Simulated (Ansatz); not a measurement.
# Diphenyliodonium (C₁₂H₁₀I+): small, medium and large basis sets

One table from this session's results is given with a row withheld; the runs are named, their logs left out.

The runs use Ansatz 0.2.0, Gaussian basis; one geometry, several basis sets.

Plan: PBE0-D4/def2-SVP; ωB97M-V/def2-SVP; PBE0-D4/def2-QZVPP; ωB97M-V/def2-QZVPP; the functionals' def2-TZVPP values are taken from earlier runs.

### The relaxed structure

The geometry comes from an earlier relaxation with PBE0-D4 in a triple-zeta def2 set; it is a stationary point, not always the lowest conformer. I takes the def2 core potential; no spin-orbit term is included.

SMILES `c1ccc([I+]c2ccccc2)cc1`, 23 atoms, charge 1, spin multiplicity 1.

Atoms are counted from 1 here; the program's logs count them from 0.

Bond lengths: C1–C2 1.388 Å, C1–C13 1.388 Å, C1–H14 1.083 Å, C2–C3 1.387 Å, C2–H15 1.083 Å, C3–C4 1.384 Å, C3–H16 1.082 Å, C4–I5 2.097 Å, C4–C12 1.384 Å, I5–C6 2.097 Å, C6–C7 1.384 Å, C6–C11 1.384 Å, C7–C8 1.387 Å, C7–H17 1.082 Å, C8–C9 1.388 Å, C8–H18 1.083 Å, C9–C10 1.388 Å, C9–H19 1.083 Å and more. Angles: C2–C1–C13 120.7°, C2–C1–H14 119.6°, C13–C1–H14 119.7°, C1–C2–C3 120.3°, C1–C2–H15 120.4°, C3–C2–H15 119.4°, C2–C3–C4 117.5°, C2–C3–H16 120.7°, C4–C3–H16 121.8°, C3–C4–I5 118.1°, C3–C4–C12 123.8°, I5–C4–C12 118.1°, C4–I5–C6 100.3°, I5–C6–C7 118.1°, I5–C6–C11 118.1°, C7–C6–C11 123.8°, C6–C7–C8 117.5°, C6–C7–H17 121.8° and more.

Set-up of the first run:

File in.yaml:

```yaml
crystal:
  periodic: [false, false, false]
  atoms:
    - {symbol: C, position_ang: [-2.959343, 1.640310, 1.718235]}
    - {symbol: C, position_ang: [-2.250101, 0.706323, 2.460207]}
    - {symbol: C, position_ang: [-1.624487, -0.358391, 1.829200]}
    - {symbol: C, position_ang: [-1.735769, -0.439438, 0.451780]}
    - {symbol: I, position_ang: [-0.790611, -2.037032, -0.523215]}
    - {symbol: C, position_ang: [1.099482, -1.199455, -0.873081]}
    - {symbol: C, position_ang: [2.076752, -1.370863, 0.092236]}
    - {symbol: C, position_ang: [3.320774, -0.807695, -0.149744]}
    - {symbol: C, position_ang: [3.554742, -0.106484, -1.324182]}
    - {symbol: C, position_ang: [2.553087, 0.040314, -2.273312]}
    - {symbol: C, position_ang: [1.299396, -0.512162, -2.057932]}
    - {symbol: C, position_ang: [-2.439416, 0.470084, -0.318893]}
    - {symbol: C, position_ang: [-3.055804, 1.524095, 0.338836]}
    - {symbol: H, position_ang: [-3.446885, 2.466228, 2.221838]}
    - {symbol: H, position_ang: [-2.182762, 0.799106, 3.537388]}
    - {symbol: H, position_ang: [-1.075079, -1.094434, 2.402008]}
    - {symbol: H, position_ang: [1.888753, -1.924431, 1.003246]}
    - {symbol: H, position_ang: [4.108079, -0.923682, 0.585203]}
    - {symbol: H, position_ang: [4.531106, 0.326859, -1.504113]}
    - {symbol: H, position_ang: [2.743133, 0.584065, -3.190749]}
    - {symbol: H, position_ang: [0.514890, -0.406449, -2.796216]}
    - {symbol: H, position_ang: [-2.514564, 0.370047, -1.394093]}
    - {symbol: H, position_ang: [-3.615393, 2.253075, -0.234665]}
basis:
  gaussian: {orbitals: def2-SVP}
total_charge: 1
hamiltonian: {xc: pbe0, dispersion: d4}
output: {orbitals: {seedname: orbitals}}
```

Among the steps run: PBE0-D4 in def2-SVP; ωB97M-V in def2-SVP; PBE0-D4 in def2-QZVPP; ωB97M-V in def2-QZVPP.

One table of the session follows, with a row left open; its other results are not shown here.

It belongs to the step «Density functionals: the series». 

| functional | basis | HOMO (eV) | LUMO (eV) |
| --- | --- | --- | --- |
| PBE0-D4 | def2-SVP | -11.42 | -5.77 |
| PBE0-D4 | def2-TZVPP | -11.39 | -5.76 |
| PBE0-D4 | def2-QZVPP | -11.39 | -5.77 |
| ωB97M-V | def2-SVP | -13.49 | -3.77 |
| ωB97M-V | def2-TZVPP | -13.46 | -3.81 |
| ωB97M-V | def2-QZVPP | ? | ? |

Q: Estimate the row for ωB97M-V, def2-QZVPP from the others.

As computed: HOMO (eV): -13.46; LUMO (eV): -3.84.
